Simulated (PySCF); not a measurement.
**[Ce(NH3)]3+: other functionals and bases at one geometry**

The task here is to estimate one member of a computed series from the others.

The runs use PySCF 2.14.0; several levels, as the steps say, no spin–orbit coupling.

1 further run of the same task is left out (for a known fault of the program).

## Where the work starts

5 atoms, charge 3, spin multiplicity 1.

Bond lengths: Ce1–N2 2.454 Å, N2–H3 1.045 Å, N2–H4 1.045 Å, N2–H5 1.045 Å. Angles: Ce1–N2–H3 115.9°, Ce1–N2–H4 115.9°, Ce1–N2–H5 115.9°, H3–N2–H4 102.3°, H3–N2–H5 102.3°, H4–N2–H5 102.3°.

As a file:

| atom | x (Å) | y (Å) | z (Å) |
| --- | --- | --- | --- |
| Ce1 | 0.0000 | 0.0000 | -0.2030 |
| N2 | 0.0000 | 0.0000 | 2.2511 |
| H3 | 0.9398 | 0.0000 | 2.7077 |
| H4 | -0.4700 | 0.8139 | 2.7077 |
| H5 | -0.4699 | -0.8139 | 2.7077 |

Formal oxidation states: Ce +3. Each metal's 1 4f electrons lie in its core potential, so multiplicities, spins and levels count the valence alone. An earlier session relaxed this geometry at PBE0, Ce lcecp-1-SVP with ECP47, N def2-SVP, H def2-SVP (singlet, point group C3v).

At PBE0 on the finer grid: E = -87.418332 Eh, HOMO -26.87 eV, LUMO -19.71 eV, Mulliken charge on Ce1 +2.53 e, largest force component 0.004 eV/Å. 

Levels to run: TPSS; B3LYP; PBE0, TZVP. Hardware: 2 threads of Arm Neoverse V1, shared host.

Set-up of the first run:

The input, run.py (the lines that set the calculation):

```python
mol = gto.M(atom='''
Ce     0.00000     0.00000    -0.20299
N      0.00000     0.00000     2.25109
H      0.93985     0.00004     2.70768
H     -0.46996     0.81392     2.70768
H     -0.46990    -0.81395     2.70768''',
    basis={'Ce': 'lcecp-1-SVP', 'N': 'def2-SVP', 'H': 'def2-SVP'},
    ecp={'Ce': 'lcecp-1-SVP'},
    charge=3, spin=0)
mf = dft.RKS(mol, xc='TPSS')
mf.grids.atom_grid = (75, 302)  # f atoms: unpruned, at least (60, 302)
mf = mf.density_fit()  # fitting sets: Ce AutoAux, N def2-universal-JKFIT, H def2-universal-JKFIT
mf.conv_tol = 1e-08; mf.max_cycle = 55
mf.kernel(dm0)  # dm0: the density of the relaxed state
```

Started as:

```console
> OMP_NUM_THREADS=2 python run.py
```

Among the steps run: TPSS; B3LYP; PBE0, TZVP.

One table of the session follows, with a row left open; its other results are not shown here.

```
              level  HOMO (eV)  gap (eV)  charge on Ce1 (e)  dipole (D)  largest force component (eV/Å)
PBE0 (relaxed here)     -26.87      7.15               2.53        3.14                            0.00
               TPSS     -25.54      5.06               2.50        3.32                            0.27
              B3LYP          ?         ?                  ?           ?                               ?
         PBE0, TZVP     -26.79      7.15               2.59        3.24                            0.29
```

Q: Estimate the row for B3LYP from the others.

The run gave: HOMO (eV): -26.58; gap (eV): 6.51; charge on Ce1 (e): 2.51; dipole (D): 3.18; largest force component (eV/Å): 0.16. In the column «HOMO (eV)» it lies between PBE0, TZVP (-26.79) and TPSS (-25.54).

The dipole of a charged species depends on the origin, so these sizes hold for this origin alone.

In one basis the HOMO–LUMO gap runs from 5.06 eV (TPSS) to 7.15 eV (PBE0). The largest leftover force, 0.29 eV/Å with PBE0, TZVP, stands at a geometry relaxed at another level. With 4f in the core, its levels are missing from HOMO and gap, and its count is fixed, so no charge can pass from the ligands into it. Total energies of different levels can't be compared.
